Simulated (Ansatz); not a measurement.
# C2H2ClF2NSi: one species, many methods

An exercise on one series of results from a longer session: the logs are not shown, and one member is left open.

Computed with Ansatz 0.2.0, Gaussian basis. Level: functionals in def2-TZVPP, the program's frozen cores in correlated methods.

Levels to be run: LDA (SPW92), PBE-D4, revPBE-D4, BLYP-D4, r2SCAN-D4, B97M-V, PBE0-D4, B3LYP-D4, r2SCANh-D4, r2SCAN0-D4, HSE06-D4, BHLYP-D4, CAM-B3LYP-D4, LC-ωPBE, ωB97X-V, ωB97M-V, B2PLYP, PBE-QIDH; CCSD(T)/def2-SVP; CCSD(T)/def2-TZVPP; MP2/def2-QZVPP; extrapolation to the limit; RPA on PBE.

## The relaxed structure

The geometry comes from an earlier relaxation with PBE0-D4 in a triple-zeta def2 set; it is a stationary point, not always the lowest conformer.

SMILES `FC(F)[SiH]1N=C1Cl`, 9 atoms, charge 0, spin multiplicity 1.

Atoms are counted from 1 here; the program's logs count them from 0.

Bond lengths: F1–C2 1.356 Å, C2–F3 1.366 Å, C2–Si4 1.915 Å, C2–H8 1.097 Å, Si4–N5 1.792 Å, Si4–C6 1.769 Å, Si4–H9 1.475 Å, N5–C6 1.268 Å, C6–Cl7 1.702 Å. Angles: F1–C2–F3 108.2°, F1–C2–Si4 110.4°, F1–C2–H8 107.6°, F3–C2–Si4 109.1°, F3–C2–H8 107.3°, Si4–C2–H8 114.0°, C2–Si4–N5 116.8°, C2–Si4–C6 121.1°, C2–Si4–H9 112.7°, N5–Si4–C6 41.7°, N5–Si4–H9 119.9°, C6–Si4–H9 124.9°, Si4–N5–C6 68.2°, Si4–C6–N5 70.1°, Si4–C6–Cl7 159.6°, N5–C6–Cl7 130.3°.

The first run:

Contents of in.yaml:

```yaml
crystal:
  periodic: [false, false, false]
  atoms:
    - {symbol: F, position_ang: [1.264912, -1.539632, -0.184847]}
    - {symbol: C, position_ang: [0.029790, -1.394077, 0.356484]}
    - {symbol: F, position_ang: [0.103602, -1.718395, 1.681211]}
    - {symbol: Si, position_ang: [-0.562585, 0.419050, 0.188191]}
    - {symbol: N, position_ang: [-0.448035, 1.158275, -1.440437]}
    - {symbol: C, position_ang: [0.423005, 1.627524, -0.647003]}
    - {symbol: Cl, position_ang: [1.626356, 2.803758, -0.903025]}
    - {symbol: H, position_ang: [-0.631649, -2.126458, -0.123022]}
    - {symbol: H, position_ang: [-1.716796, 0.723652, 1.055347]}
basis:
  gaussian: {orbitals: def2-TZVPP}
hamiltonian: {xc: lda}
output: {orbitals: {seedname: orbitals}}
```

Among the steps run: LDA; PBE-D4 (GGA); revPBE-D4 (GGA); BLYP-D4 (GGA); r2SCAN-D4 (meta-GGA); B97M-V (meta-GGA); PBE0-D4 (hybrid); B3LYP-D4 (hybrid); r2SCANh-D4 (hybrid); r2SCAN0-D4 (hybrid); HSE06-D4 (hybrid); BHLYP-D4 (hybrid); CAM-B3LYP-D4 (range-separated); LC-ωPBE (range-separated); ωB97X-V (range-separated); ωB97M-V (range-separated); B2PLYP (double hybrid); PBE-QIDH (double hybrid).

One table of the session follows, with a row left open; its other results are not shown here.

It belongs to the step «Frontier levels by functional». 

| functional | HOMO (eV) | LUMO (eV) | gap (eV) |
| --- | --- | --- | --- |
| LDA (SPW92) | -6.45 | -2.53 | 3.92 |
| PBE-D4 | -6.27 | -2.26 | 4.01 |
| revPBE-D4 | -6.19 | -2.16 | 4.04 |
| BLYP-D4 | -6.13 | -2.10 | 4.03 |
| r2SCAN-D4 | -6.52 | -2.09 | 4.42 |
| B97M-V | -6.55 | -2.02 | 4.52 |
| PBE0-D4 | -7.50 | -1.37 | 6.12 |
| B3LYP-D4 | -7.28 | -1.59 | 5.69 |
| r2SCANh-D4 | -6.97 | -1.74 | 5.24 |
| r2SCAN0-D4 | -7.67 | -1.28 | 6.39 |
| HSE06-D4 | -7.10 | -1.75 | 5.35 |
| BHLYP-D4 | -8.64 | -0.48 | 8.15 |
| CAM-B3LYP-D4 | -8.82 | -0.35 | 8.47 |
| LC-ωPBE | -10.12 | 0.81 | 10.93 |
| ωB97X-V | ? | ? | ? |
| ωB97M-V | -9.66 | 0.48 | 10.14 |

Estimate the missing values for ωB97X-V.

**Answer.** HOMO (eV): -9.78; LUMO (eV): 0.70; gap (eV): 10.47. In the column «HOMO (eV)» it lies between LC-ωPBE (-10.12) and ωB97M-V (-9.66).
